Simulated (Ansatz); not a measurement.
# C3H3NSi, SMILES C#C[SiH2]C#N: harmonic frequencies at the relaxed geometry

Computed with the Ansatz DFT code, driven from Python.

At the Python prompt:
```pycon
>>> import itertools
>>> import ansatz as az
>>> from ase import Atoms
>>> from ase.data import atomic_numbers, covalent_radii
>>> from ase.thermochemistry import IdealGasThermo
>>> import numpy as np
>>> atoms = Atoms(["C", "C", "Si", "C", "N", "H", "H", "H"], positions=[
...     [0.6804, 0.121, 2.2448],
...     [0.4361, -0.0614, 1.0678],
...     [0.1071, -0.4093, -0.7679],
...     [-1.1572, 0.6553, -1.4926],
...     [-2.0759, 1.2861, -1.969],
...     [0.801, 0.3824, 3.2655],
...     [1.4412, -0.1912, -1.4887],
...     [-0.1405, -1.84, -0.9156],
... ])
>>> c3h3nsi = az.Crystal.molecule_from_ase(atoms)
>>> model = (
...     c3h3nsi.calculation()
...     .basis(gaussian="def2-SVP")  # the orbital basis, by name
...     .functional("CAM-B3LYP")
... )
>>> symbols = [site.symbol for site in c3h3nsi.cartesian_sites]
>>> start = np.array([site.position_ang for site in c3h3nsi.cartesian_sites], dtype=float)
>>> data = model.relax(force_tolerance=0.003).run(threads=1).report
>>> end = np.array(data["positions_ang"])
>>> # pairs closer than 1.2 times the sum of covalent radii, before or after
>>> radius = [covalent_radii[atomic_numbers[s]] for s in symbols]
>>> span = lambda where, i, j: np.linalg.norm(where[i] - where[j])
>>> bonded = [(i, j) for i, j in itertools.combinations(range(len(symbols)), 2) if min(span(start, i, j), span(end, i, j)) < 1.2 * (radius[i] + radius[j])]
>>> print("pair        before    after (A)")
pair        before    after (A)
>>> for i, j in bonded:
...     print(f"{symbols[i]}{i}-{symbols[j]}{j}".ljust(10), f"{span(start, i, j):8.4f} {span(end, i, j):8.4f}")
...
C0-C1        1.2158   1.2106
C0-H5        1.0605   1.0760
C1-Si2       1.8971   1.8240
Si2-C3       1.8047   1.8606
Si2-H6       1.5320   1.4801
Si2-H7       1.4595   1.4801
C3-N4        1.2120   1.1548
>>> # same settings at the minimum
>>> minimum = az.Crystal.molecule()
>>> for symbol, place in zip(symbols, end):
...     minimum = minimum.atom(symbol, place.tolist())
...
>>> vibrating = minimum.calculation()
>>> vibrating = vibrating.basis(gaussian="def2-SVP").functional("CAM-B3LYP")
>>> vibrating = vibrating.phonons(temperatures=(100, 500, 100))
>>> vib = vibrating.run(threads=1).report["vibrations"]
>>> sums = vib["harmonic_sums"]
>>> modes = [m["omega_inv_cm"] for m in sums["modes_at_gamma"] if m["rigid_motion"] == "no"]
>>> for number, w in enumerate(modes, start=1):
...     print(f"mode {number:2d} {w:9.1f} 1/cm {w / 8065.544 * 1000:8.2f} meV")
...
mode  1     102.3 1/cm    12.69 meV
mode  2     235.8 1/cm    29.24 meV
mode  3     264.8 1/cm    32.83 meV
mode  4     268.1 1/cm    33.24 meV
mode  5     413.8 1/cm    51.31 meV
mode  6     599.6 1/cm    74.34 meV
mode  7     633.5 1/cm    78.54 meV
mode  8     670.6 1/cm    83.15 meV
mode  9     755.3 1/cm    93.65 meV
mode 10     783.0 1/cm    97.08 meV
mode 11     790.0 1/cm    97.95 meV
mode 12     876.7 1/cm   108.70 meV
mode 13     955.9 1/cm   118.52 meV
mode 14    2199.6 1/cm   272.72 meV
mode 15    2298.8 1/cm   285.01 meV
mode 16    2300.8 1/cm   285.27 meV
mode 17    2388.5 1/cm   296.14 meV
mode 18    3465.0 1/cm   429.60 meV
>>> print("imaginary modes:", sum(w < 0 for w in modes), " zero-point energy:", round(sums["zero_point_energy_ev"], 4), "eV")
imaginary modes: 0  zero-point energy: 1.24 eV
>>> # rigid rotor and ideal gas, symmetry number taken as one
>>> gas = IdealGasThermo(vib_energies=[w / 8065.544 for w in modes if w > 0], geometry="linear" if len(modes) == 3 * len(symbols) - 5 else "nonlinear",
...                      atoms=Atoms(symbols, positions=end), symmetrynumber=1, spin=0.0)
>>> print(f"H(298 K) - E = {gas.get_enthalpy(298.15, verbose=False):.4f} eV")
H(298 K) - E = 1.4311 eV
>>> print(f"S(298 K, 1 bar) = {96485.33 * gas.get_entropy(298.15, 1e5, verbose=False):.1f} J/(mol K) with symmetry number 1")
S(298 K, 1 bar) = 322.9 J/(mol K) with symmetry number 1
```

The frequencies are harmonic and unscaled, in a modest basis. The entropy takes a symmetry number of 1; a symmetric molecule's is lower by R ln(sigma). Hardware and time: 120 s on 1 thread of Arm Neoverse V2 (shared host), peak memory 0.33 GiB.
